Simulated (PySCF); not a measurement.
# C2H9AlS: the cost of one run

Programs: PySCF 2.14.0, with density-fitted response routines of our own. Each step states its level of theory. These are calculated values for one molecule in the gas phase, unless marked as measured. Atoms count from 0, in the outputs and in this text.

## 1. The molecule as given

13 atoms, charge 0, multiplicity 1; geometry from: PBE0-D3(BJ)/def2-SVP.

Bonds of the start (Å): C0–S1 1.80, S1–C2 1.80, S1–Al3 2.47, C0–H4 1.10, C0–H5 1.10, C0–H6 1.10, C2–H7 1.10, C2–H8 1.10, C2–H9 1.10, Al3–H10 1.60, Al3–H11 1.61, Al3–H12 1.60.

## 2. NMR shieldings: PBE0/6-31G*

What the job is given:

```
{"job": {"kind": "nmr", "xc": "PBE0", "basis": "6-31G*", "pop": true}, "charge": 0, "multiplicity": 1}
C     -0.433675     1.575861    -0.431436
S     -0.224488     0.343993     0.870695
C     -1.381860    -0.931710     0.332283
Al     1.923697    -0.660927     0.191964
H     -0.222532     1.131445    -1.414613
H     -1.451791     1.987335    -0.395378
H      0.292142     2.374657    -0.228500
H     -1.259820    -1.777685     1.022016
H     -2.410824    -0.552009     0.394349
H     -1.140181    -1.257544    -0.689444
H      2.857180     0.622000     0.417758
H      1.488975    -1.001137    -1.320890
H      1.969023    -1.871077     1.240698
```

With the program's defaults for keys left out, this is: GIAO PBE0/6-31G* NMR shielding, non-relativistic, gas phase.

Started as:

```bash
> OMP_NUM_THREADS=1 python probes_run.py task.json out
```

One launch serves the whole session: the jobs run in the order shown.

**Question.** How long does this first job take on 1 thread of Arm Neoverse V2, shared host, and how much memory does it need?

About 5.3 s, with a peak of 0.49 GiB.
